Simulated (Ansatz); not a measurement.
# H7N2PSi: two geometries relaxed

Aim: relax the geometries before and after the inversion of the pyramid at N1, and see whether they are two minima and how far apart in energy. SMILES of the start: NP(N)[SiH3].

Method: RKS B3LYP/def2-SVP, in Ansatz 0.2.0.

## 1. The structure to begin with

Bond lengths: N1–P2 1.643 Å, P2–N3 1.661 Å, P2–Si4 2.340 Å, N1–H5 1.079 Å, N1–H6 1.005 Å, N3–H7 1.071 Å, N3–H8 1.022 Å, Si4–H9 1.479 Å, Si4–H10 1.479 Å, Si4–H11 1.419 Å. Angles (14 of 15 angles, heavy atoms first): N1–P2–N3 100.1°, N1–P2–Si4 103.0°, N3–P2–Si4 103.7°, P2–N1–H5 112.6°, P2–N1–H6 120.1°, P2–N3–H7 114.9°, P2–N3–H8 115.3°, P2–Si4–H9 104.4°, P2–Si4–H10 105.7°, P2–Si4–H11 105.7°, H5–N1–H6 104.2°, H7–N3–H8 101.3°, H9–Si4–H10 113.1°, H9–Si4–H11 112.7°.

As a file:

```xyz
11

N    -1.0488    1.3808    0.4496
P    -0.9789   -0.2575    0.3455
N    -0.1354   -0.6017    1.7339
Si    0.5863   -0.6121   -1.3568
H    -1.5761    1.8263   -0.3803
H    -0.2026    1.9176    0.5216
H     0.8086   -0.1038    1.8232
H     0.1417   -1.5787    1.8448
H    -0.0902   -0.1377   -2.5831
H     0.8469   -2.0683   -1.3654
H     1.7140    0.1781   -1.0124
```

## 2. End point A

Contents of input.yaml:

```yaml
crystal:
  periodic: [false, false, false]
  atoms:
    - { symbol: "N", position_ang: [-1.0488, 1.3808, 0.4496] }
    - { symbol: P, position_ang: [-0.9789, -0.2575, 0.3455] }
    - { symbol: "N", position_ang: [-0.1354, -0.6017, 1.7339] }
    - { symbol: Si, position_ang: [0.5863, -0.6121, -1.3568] }
    - { symbol: H, position_ang: [-1.5761, 1.8263, -0.3803] }
    - { symbol: H, position_ang: [-0.2026, 1.9176, 0.5216] }
    - { symbol: H, position_ang: [0.8086, -0.1038, 1.8232] }
    - { symbol: H, position_ang: [0.1417, -1.5787, 1.8448] }
    - { symbol: H, position_ang: [-0.0902, -0.1377, -2.5831] }
    - { symbol: H, position_ang: [0.8469, -2.0683, -1.3654] }
    - { symbol: H, position_ang: [1.714, 0.1781, -1.0124] }
basis:
  gaussian: { orbitals: def2-SVP }
hamiltonian:
  xc: b3lyp
relax:
  f_tol: 0.015
  max_steps: 40
```

Run with:

```
$ ansatz run input.yaml --threads 2 --pin off --max-ram 3072MiB --backend cpu --events-out ev --progress --plain --runs-dir out
```

What it wrote, shortened:

```text
Warning: RAYON_NUM_THREADS=2 ignored (pool sized by the plan → 2); use --threads N
[...]
Functional definition: B3LYP
[...]
1054 factors; integrals over basis functions are off by at most 4.0e-4 eV
[...]
mean field -20253.19036494 eV, -744.2910178060 hartree, gradient 3.0e-5 eV, S^2 0.000000; 0 other end points of the search recorded, 0 dependent functions left out
[...]
reference -20253.19063035 eV, -744.2910275599 hartree; 25, 25 occupied and 74, 74 virtual orbitals, 1054 factors
relax step   1: F+E_penalty+E_count = -20253.19036494 eV  Δ(F+E_penalty+E_count) = +0.000e0 eV  max|allowed force component| = 3.410e0 eV/Å  Δτ_max = 0.0000 Å  (24 SCF iters, accepted)
[...]
relax step   4: F+E_penalty+E_count = -20253.83302800 eV  Δ(F+E_penalty+E_count) = -1.416e-1 eV  max|allowed force component| = 4.159e-1 eV/Å  Δτ_max = 0.2000 Å  (27 SCF iters, accepted)
[...]
relax step   7: F+E_penalty+E_count = -20253.89674938 eV  Δ(F+E_penalty+E_count) = -1.024e-2 eV  max|allowed force component| = 3.297e-1 eV/Å  Δτ_max = 0.0396 Å  (25 SCF iters, accepted)
[...]
relax step  10: F+E_penalty+E_count = -20253.97503749 eV  Δ(F+E_penalty+E_count) = -1.464e-2 eV  max|allowed force component| = 1.169e0 eV/Å  Δτ_max = 0.0772 Å  (28 SCF iters, accepted)
[...]
relax step  13: F+E_penalty+E_count = -20254.03435975 eV  Δ(F+E_penalty+E_count) = -4.351e-4 eV  max|allowed force component| = 4.186e-2 eV/Å  Δτ_max = 0.0108 Å  (23 SCF iters, accepted)
[...]
relax step  14: F+E_penalty+E_count = -20254.03451195 eV  Δ(F+E_penalty+E_count) = -1.522e-4 eV  max|allowed force component| = 1.393e-2 eV/Å  Δτ_max = 0.0046 Å  (22 SCF iters, accepted)
1054 factors; integrals over basis functions are off by at most 5.8e-4 eV
mean field -20254.03451195 eV, -744.3220396365 hartree, gradient 2.2e-5 eV, S^2 0.000000; 1 other end points of the search recorded, 0 dependent functions left out
[...]
reference -20254.03478534 eV, -744.3220496834 hartree; 25, 25 occupied and 74, 74 virtual orbitals, 1054 factors
Total energy: -20254.03478534 eV, -744.3220496834 hartree
Atom 0 at    -1.049775     1.377383     0.103918 Å, force     0.005036     0.013927    -0.001358 eV/Å
Atom 1 at    -0.949859    -0.346022     0.202448 Å, force    -0.002241    -0.005566    -0.011901 eV/Å
Atom 2 at     0.034071    -0.834189     1.537435 Å, force     0.011593    -0.002885     0.011854 eV/Å
Atom 3 at     0.632991    -0.610363    -1.410221 Å, force    -0.001457    -0.002904    -0.003045 eV/Å
Atom 4 at    -1.845227     1.803445     0.573159 Å, force    -0.009004    -0.000233     0.003935 eV/Å
Atom 5 at    -0.214898     1.952385     0.208836 Å, force     0.000152     0.001907    -0.001891 eV/Å
Atom 6 at     0.926700    -0.377547     1.720028 Å, force     0.000137    -0.001062     0.000002 eV/Å
Atom 7 at    -0.460212    -1.026054     2.405431 Å, force    -0.003875    -0.001464     0.004287 eV/Å
Atom 8 at     0.102323    -0.166046    -2.731194 Å, force     0.001513    -0.000602    -0.001838 eV/Å
Atom 9 at     1.043158    -2.041118    -1.504233 Å, force    -0.000285    -0.000746    -0.002020 eV/Å
Atom 10 at     1.846227     0.211126    -1.085008 Å, force    -0.001568    -0.000372     0.001976 eV/Å
Dipole moment:     0.101060     0.338367     0.447572 e Å
```

Run time: 26 s. Hardware: 2 threads of Intel Xeon Platinum 8488C (Sapphire Rapids), shared host; peak memory 0.23 GiB.

Relaxation path:

```
step  energy from step 1 (eV)  largest force component (eV/Å)
   1                   0.0000                          3.4101
   2                  -0.4502                          2.0888
   3                  -0.5010                          0.7360
   4                  -0.6427                          0.4159
   5                  -0.6782                          0.4629
   6                  -0.6961                          0.2424
   7                  -0.7064                          0.3297
   8                  -0.7300                          0.8606
   9                  -0.7700                          0.5932
  10                  -0.7847                          1.1692
  11                  -0.8402                          0.1808
  12                  -0.8436                          0.0522
  13                  -0.8440                          0.0419
  14                  -0.8441                          0.0139
```

Step 1 is the start.

After: Bond lengths: N1–P2 1.729 Å, P2–N3 1.729 Å, P2–Si4 2.275 Å, N1–H5 1.017 Å, N1–H6 1.019 Å, N3–H7 1.019 Å, N3–H8 1.017 Å, Si4–H9 1.491 Å, Si4–H10 1.491 Å, Si4–H11 1.501 Å. Angles (14 of 15 angles, heavy atoms first): N1–P2–N3 111.0°, N1–P2–Si4 96.6°, N3–P2–Si4 96.8°, P2–N1–H5 115.9°, P2–N1–H6 120.6°, P2–N3–H7 120.7°, P2–N3–H8 115.8°, P2–Si4–H9 110.2°, P2–Si4–H10 110.3°, P2–Si4–H11 110.2°, H5–N1–H6 110.9°, H7–N3–H8 110.9°, H9–Si4–H10 109.1°, H9–Si4–H11 108.5°.

## 3. Relaxing end B

The second end starts from a geometry with the move made by hand.

input.yaml: that of step 2 with these lines changed.

```diff
@@ -7,4 +7,4 @@
     - { symbol: Si, position_ang: [0.5863, -0.6121, -1.3568] }
-    - { symbol: H, position_ang: [-1.5761, 1.8263, -0.3803] }
-    - { symbol: H, position_ang: [-0.2026, 1.9176, 0.5216] }
+    - { symbol: H, position_ang: [-2.04083, 1.73915, 0.67919] }
+    - { symbol: H, position_ang: [-0.45377, 1.8705, 1.09421] }
     - { symbol: H, position_ang: [0.8086, -0.1038, 1.8232] }
```

Run with:

```
$ ansatz run input.yaml --threads 2 --pin off --max-ram 3072MiB --backend cpu --events-out ev --progress --plain --runs-dir out
```

What it wrote, shortened:

```text
Warning: RAYON_NUM_THREADS=2 ignored (pool sized by the plan → 2); use --threads N
[...]
[... 1 set-up line as earlier in the session ...]
[...]
1053 factors; integrals over basis functions are off by at most 3.9e-4 eV
[...]
mean field -20253.23661062 eV, -744.2927173035 hartree, gradient 2.0e-5 eV, S^2 0.000000; 0 other end points of the search recorded, 0 dependent functions left out
[...]
reference -20253.23688051 eV, -744.2927272216 hartree; 25, 25 occupied and 74, 74 virtual orbitals, 1053 factors
relax step   1: F+E_penalty+E_count = -20253.23661062 eV  Δ(F+E_penalty+E_count) = +0.000e0 eV  max|allowed force component| = 3.306e0 eV/Å  Δτ_max = 0.0000 Å  (24 SCF iters, accepted)
[...]
relax step   5: F+E_penalty+E_count = -20253.96976044 eV  Δ(F+E_penalty+E_count) = -2.426e-2 eV  max|allowed force component| = 5.719e-1 eV/Å  Δτ_max = 0.2000 Å  (27 SCF iters, accepted)
[...]
Atom 1 at    -0.986353    -0.414284     0.370600 Å, force    -0.002900    -0.007553    -0.005574 eV/Å
Atom 2 at     0.084685    -0.940787     1.622227 Å, force     0.000120     0.000644    -0.003940 eV/Å
Atom 3 at     0.526173    -0.499134    -1.327107 Å, force    -0.006769    -0.003114     0.007095 eV/Å
Atom 4 at    -1.966164     1.655894     0.927685 Å, force    -0.000829    -0.001371     0.000583 eV/Å
Atom 5 at    -0.364960     1.915005     0.500043 Å, force     0.002224     0.001143    -0.000394 eV/Å
Atom 6 at     0.963947    -0.454859     1.792556 Å, force     0.007680     0.003813     0.001895 eV/Å
Atom 7 at    -0.355707    -1.213207     2.497655 Å, force    -0.005525    -0.001586     0.003273 eV/Å
Atom 8 at    -0.078938     0.024112    -2.585682 Å, force     0.000462    -0.002898    -0.002731 eV/Å
Atom 9 at     0.973542    -1.904901    -1.545786 Å, force     0.003231     0.002081    -0.004541 eV/Å
Atom 10 at     1.727447     0.336486    -0.994406 Å, force     0.001024     0.000751     0.000844 eV/Å
Dipole moment:     0.107731     0.314013     0.462833 e Å
```

It took 29 s on 2 threads of Intel Xeon Platinum 8488C (Sapphire Rapids), shared host; peak memory 0.23 GiB.

Step by step:

```
step  energy from step 1 (eV)  largest force component (eV/Å)
   1                   0.0000                          3.3064
   2                  -0.4695                          2.2113
   3                  -0.5973                          0.6973
   4                  -0.7089                          0.5094
   5                  -0.7331                          0.5719
  6x                  -0.7199                          0.6797
   7                  -0.7597                          0.2821
   8                  -0.7649                          0.1897
   9                  -0.7836                          0.3494
  10                  -0.7951                          0.0536
 11x                  -0.7889                          0.2115
  12                  -0.7968                          0.1858
 13x                  -0.7968                          0.1215
  14                  -0.7976                          0.0284
  15                  -0.7978                          0.0423
  16                  -0.7979                          0.0081
```

Step 1 is the start. 3 steps were tried and not accepted (marked x).

After: Bond lengths: N1–P2 1.729 Å, P2–N3 1.729 Å, P2–Si4 2.275 Å, N1–H5 1.017 Å, N1–H6 1.019 Å, N3–H7 1.019 Å, N3–H8 1.017 Å, Si4–H9 1.491 Å, Si4–H10 1.491 Å, Si4–H11 1.501 Å. Angles (14 of 15 angles, heavy atoms first): N1–P2–N3 111.1°, N1–P2–Si4 96.9°, N3–P2–Si4 96.7°, P2–N1–H5 115.8°, P2–N1–H6 120.7°, P2–N3–H7 120.7°, P2–N3–H8 115.9°, P2–Si4–H9 110.3°, P2–Si4–H10 110.1°, P2–Si4–H11 110.2°, H5–N1–H6 110.9°, H7–N3–H8 110.9°, H9–Si4–H10 109.2°, H9–Si4–H11 108.5°.

## 4. Outcome

| quantity | value |
| --- | --- |
| end A | 13 moves, 0.844 eV lower |
| end B | 12 moves, 0.798 eV lower |
| largest difference between the ends | 0.02 Å |
| end B relative to end A | +0.000 eV |

What this shows: The two relaxations end at one structure, within 0.02 Å: no second minimum was found from this start, which doesn't rule one out.
